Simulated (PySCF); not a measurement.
# GdH2O2 ([Gd(OH)2]+): the cost of one run

Programs: PySCF 2.14.0, with routines of our own; each step states its level. All values are computed. Atoms count from 0.

## 1. The system as given

5 atoms, charge 1, states of the metal's open shell are computed; geometry from: model geometry, bond lengths from ionic radii.

## 2. Ligand-field states: state-averaged CASSCF

The job: settings as JSON, then the geometry in Å.

```
{"job": {"kind": "lf", "basis": {"metal": "x2c-TZVPall", "ligand": "x2c-SVPall"}, "nevpt": false, "roots": {"8": 1, "6": 48, "4": 120, "2": 113}}, "charge": 1, "metal": "Gd", "open_shell": "f7"}
Gd     0.000000     0.000000     0.000000
O      0.000000     0.000000     2.068000
H      0.800000     0.000000     2.608000
O      0.000000     0.000000    -2.068000
H     -0.800000     0.000000    -2.608000
```

Method: state-averaged CASSCF of the metal f shell, state-interaction spin-orbit coupling.

Command:

```sh
OMP_NUM_THREADS=1 python lf_run.py task.json out
```

The driver reads the jobs from task.json and runs them one after another.

**Question.** How long does this first job take on 1 thread of Arm Neoverse V1, shared host, and how much memory does it need?

About 28 s, with a peak of 0.62 GiB.
